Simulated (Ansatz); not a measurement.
# Cl4F2Mo: the cost of one run

Method: RHF/def2-SVP, in Ansatz 0.2.0.

## (1) The structure to begin with

Bond lengths: Mo1–Cl2 2.310 Å, Mo1–Cl3 2.310 Å, Mo1–F4 1.770 Å, Mo1–Cl5 2.310 Å, Mo1–F6 1.770 Å, Mo1–Cl7 2.310 Å. Angles (14 of 15 angles, heavy atoms first): Cl2–Mo1–Cl3 90.0°, Cl2–Mo1–F4 90.0°, Cl2–Mo1–Cl5 90.0°, Cl2–Mo1–F6 90.0°, Cl2–Mo1–Cl7 180.0°, Cl3–Mo1–F4 90.0°, Cl3–Mo1–Cl5 180.0°, Cl3–Mo1–F6 90.0°, Cl3–Mo1–Cl7 90.0°, F4–Mo1–Cl5 90.0°, F4–Mo1–F6 180.0°, F4–Mo1–Cl7 90.0°, Cl5–Mo1–F6 90.0°, Cl5–Mo1–Cl7 90.0°.

Structure file:

```xyz
7

Mo    0.0000    0.0000    0.0000
Cl    0.0000    0.0000    2.3100
Cl    2.3100    0.0000    0.0000
F     0.0000    1.7700    0.0000
Cl   -2.3100    0.0000    0.0000
F     0.0000   -1.7700    0.0000
Cl    0.0000    0.0000   -2.3100
```

## (2) Preparing the start

Contents of input.yaml:

```yaml
crystal:
  periodic: [false, false, false]
  atoms:
    - { symbol: Mo, position_ang: [0.0, 0.0, 0.0] }
    - { symbol: Cl, position_ang: [0.0, 0.0, 2.31] }
    - { symbol: Cl, position_ang: [2.31, 0.0, 0.0] }
    - { symbol: F, position_ang: [0.0, 1.77, 0.0] }
    - { symbol: Cl, position_ang: [-2.31, 0.0, 0.0] }
    - { symbol: F, position_ang: [0.0, -1.77, 0.0] }
    - { symbol: Cl, position_ang: [0.0, 0.0, -2.31] }
basis:
  gaussian: { orbitals: def2-SVP }
hamiltonian:
  xc: hf
relax:
  f_tol: 0.02
  max_steps: 40
output:
  orbitals: {}
```

Command:

```sh
ansatz run input.yaml --threads 4 --pin off --max-ram 5120MiB --backend cpu --events-out ev --progress --plain --runs-dir out
```

Q: Estimate wall time and peak memory on 4 threads of Arm Neoverse V1, shared host.

About 12 s, with a peak of 0.47 GiB.
